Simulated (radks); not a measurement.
**K⁺ in [Ar]: an all-electron calculation**

One table from this session's results is given with a row withheld; the runs are named, their logs left out.

Method: scalar-relativistic Kohn-Sham, LDA (Slater exchange, Perdew-Wang correlation), spin-polarised, spherical densities, finite nucleus. Code: radks (a radial shooting solver on a logarithmic mesh, Libxc functionals) version 1.

## The system

| Item | Value |
| --- | --- |
| element | potassium (Z = 19) |
| charge | +1 |
| electrons | 18 |
| configuration | [Ar] |
| nuclear rms radius | 3.4349 fm |

The outer shells:

K⁺
```
[Ne] core
3s [↑↓]
3p [↑↓][↑↓][↑↓]
```

Set-up of the first run:

Input:

```text
Z 19
configuration [Ar]
relativity scalar-relativistic
functional lda,pw
spin polarised
nucleus finite rms 3.4349 fm
c 137.035999084
```

Command:

```console
python run_ks.py task.json out
```

The same process makes all the runs of this session.

One of the session's tables, all rows but one given; the rest of the session is left out.

It belongs to the step «Shells». Sizes of the orbitals, from the radial functions (bohr):

```
level     <r>  outermost maximum (interpolated)  90 % within  nodes
   1s       ?                                 ?            ?      ?
   2s  0.3890                             0.319        0.607      1
   2p  0.3512                             0.263        0.581      0
   3s   1.268                              1.08         1.92      2
   3p   1.427                              1.15         2.23      1
```

Q: Estimate the row for 1s from the others.

As computed: <r>: 0.08124; outermost maximum (interpolated): 0.0531; 90 % within: 0.145; nodes: 0. In the column «<r>» it is the lowest.
